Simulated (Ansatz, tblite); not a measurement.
# Al8P8 wurtzite off sphere (Al₈P₈H₂₂): one state, many levels

The task here is to estimate one member of a computed series from the others.

The runs use Ansatz 0.2.0, Gaussian basis; as each input shows.

Plan: GFN1-xTB, GFN2-xTB, PBE-D4/def2-TZVP, r2SCAN-D4/def2-TZVP, PBE+5HF/def2-SVP, PBE+10HF/def2-SVP, PBE+15HF/def2-SVP, PBE+35HF/def2-SVP, PBE+50HF/def2-SVP, PBE-D4/def2-SVP, PBE0-D4/def2-SVP.

1 further run of the same task is left out (set aside as unsound or not needed). Runs told in other sessions of the task aren't counted.

### The geometry

The singlet was relaxed beforehand with r2SCAN-D4/def2-SVP.

38 atoms, charge 0, spin multiplicity 1.

Bond lengths: Al1–P2 2.467 Å, Al1–P3 2.426 Å, Al1–H17 1.592 Å, Al1–H18 1.593 Å, P2–Al5 2.417 Å, P2–H19 1.421 Å, P2–H20 1.421 Å, P3–Al4 2.395 Å, P3–Al11 2.384 Å, P3–H21 1.425 Å, Al4–P6 2.422 Å, Al4–P7 2.395 Å, Al4–H22 1.587 Å, Al5–P6 2.397 Å, Al5–P12 2.384 Å, Al5–H23 1.586 Å, P6–Al9 2.397 Å, P6–H24 1.424 Å and more. Angles: P2–Al1–P3 96.7°, P2–Al1–H17 106.5°, P2–Al1–H18 105.9°, P3–Al1–H17 110.6°, P3–Al1–H18 109.8°, H17–Al1–H18 123.7°, Al1–P2–Al5 122.5°, Al1–P2–H19 109.9°, Al1–P2–H20 109.7°, Al5–P2–H19 106.6°, Al5–P2–H20 106.9°, H19–P2–H20 98.4°, Al1–P3–Al4 112.5°, Al1–P3–Al11 110.4°, Al1–P3–H21 105.3°, Al4–P3–Al11 116.6°, Al4–P3–H21 105.4°, Al11–P3–H21 105.7° and more.

PBE0-D4/def2-TZVP was run before; its log isn't repeated, and its numbers join the tables.

The first run:

Tight binding, by tblite at 300 K electronic temperature and without a spin-polarisation term:

```python
tblite.interface.Calculator('GFN1-xTB', numbers, positions, charge=0, uhf=0).singlepoint()
```

Tight binding, by tblite at 300 K electronic temperature and without a spin-polarisation term:

```python
tblite.interface.Calculator('GFN2-xTB', numbers, positions, charge=0, uhf=0).singlepoint()
```

start.molden holds the orbitals of an earlier run on this state, given as this run's starting guess.

File in.yaml:

```yaml
crystal:
  periodic: [false, false, false]
  atoms:
    - {symbol: Al, position_ang: [0.521896, -4.321783, -1.389743]}
    - {symbol: P, position_ang: [0.476054, -4.086946, 1.065257]}
    - {symbol: P, position_ang: [0.534404, -1.949677, -1.900013]}
    - {symbol: Al, position_ang: [-1.496070, -0.861780, -1.242984]}
    - {symbol: Al, position_ang: [0.506198, -1.935092, 2.164462]}
    - {symbol: P, position_ang: [-1.341694, -0.775124, 1.172825]}
    - {symbol: P, position_ang: [-1.421771, 1.441433, -1.896850]}
    - {symbol: Al, position_ang: [-3.480433, 2.618439, -1.383138]}
    - {symbol: Al, position_ang: [-1.419936, 1.403898, 2.167515]}
    - {symbol: P, position_ang: [-3.299424, 2.455378, 1.071413]}
    - {symbol: Al, position_ang: [2.568879, -0.950953, -1.159132]}
    - {symbol: P, position_ang: [2.360319, -0.772105, 1.219749]}
    - {symbol: P, position_ang: [2.325144, 1.342970, -1.913954]}
    - {symbol: Al, position_ang: [0.461991, 2.701537, -1.155938]}
    - {symbol: Al, position_ang: [2.628536, 1.514679, 2.023709]}
    - {symbol: P, position_ang: [0.514065, 2.428333, 1.222543]}
    - {symbol: H, position_ang: [-0.866722, -4.978284, -1.807798]}
    - {symbol: H, position_ang: [1.940314, -4.956878, -1.739785]}
    - {symbol: H, position_ang: [-0.630093, -4.801201, 1.599098]}
    - {symbol: H, position_ang: [1.519532, -4.860506, 1.640668]}
    - {symbol: H, position_ang: [0.562366, -1.871825, -3.322189]}
    - {symbol: H, position_ang: [-2.807680, -1.617928, -1.718474]}
    - {symbol: H, position_ang: [0.466312, -2.044976, 3.746000]}
    - {symbol: H, position_ang: [-2.501328, -1.444443, 1.657319]}
    - {symbol: H, position_ang: [-1.341722, 1.428614, -3.319113]}
    - {symbol: H, position_ang: [-4.744848, 1.747328, -1.803149]}
    - {symbol: H, position_ang: [-3.318709, 4.165011, -1.729253]}
    - {symbol: H, position_ang: [-1.533455, 1.422308, 3.749198]}
    - {symbol: H, position_ang: [-4.470392, 1.852198, 1.604061]}
    - {symbol: H, position_ang: [-3.448643, 3.744298, 1.649980]}
    - {symbol: H, position_ang: [3.915520, -1.605379, -1.681921]}
    - {symbol: H, position_ang: [3.507594, -1.458480, 1.709774]}
    - {symbol: H, position_ang: [2.264502, 1.309121, -3.333563]}
    - {symbol: H, position_ang: [3.546956, 2.047623, -1.755915]}
    - {symbol: H, position_ang: [0.569403, 4.195535, -1.676940]}
    - {symbol: H, position_ang: [2.656207, 1.529284, 3.614907]}
    - {symbol: H, position_ang: [3.782232, 2.180958, 1.136915]}
    - {symbol: H, position_ang: [0.494517, 3.764417, 1.714461]}
basis:
  gaussian: {orbitals: def2-TZVP, fitting: {mean_field: def2-universal-jkfit}, initial_orbitals: start.molden}
hamiltonian: {xc: pbe, dispersion: d4}
scf: {omitted_lower_state_checks: [starts]}
output: {forces: true, orbitals: {seedname: orbitals}}
```

On the command line:

```
ansatz run in.yaml --threads 2 --pin off --events-out ev --progress --plain --max-ram 32768MiB --backend cuda --devices 0, --max-vram 18GiB
```

Steps of the session up to this table: PBE-D4/def2-TZVP; r2SCAN-D4/def2-TZVP; PBE+5HF/def2-SVP; PBE+10HF/def2-SVP; PBE+15HF/def2-SVP; PBE+35HF/def2-SVP; PBE+50HF/def2-SVP; PBE-D4/def2-SVP; PBE0-D4/def2-SVP.

One table of the session follows, with a row left open; its other results are not shown here.

It belongs to the step «Binding energy». 

| level | binding an atom (eV) |
| --- | --- |
| PBE-D4/def2-SVP | 2.946 |
| PBE-D4/def2-TZVP | ? |
| r2SCAN-D4/def2-TZVP | 2.953 |
| PBE0-D4/def2-SVP | 2.940 |
| PBE0-D4/def2-TZVP | 2.930 |

Estimate the missing values for PBE-D4/def2-TZVP.

As computed: binding an atom (eV): 2.933. In the column «binding an atom (eV)» it lies between PBE0-D4/def2-TZVP (2.930) and PBE0-D4/def2-SVP (2.940).

Limits of these values: Free atoms were run apart at each level; binding is atoms less cluster, divided by the number of atoms, without zero-point or spin-orbit terms.
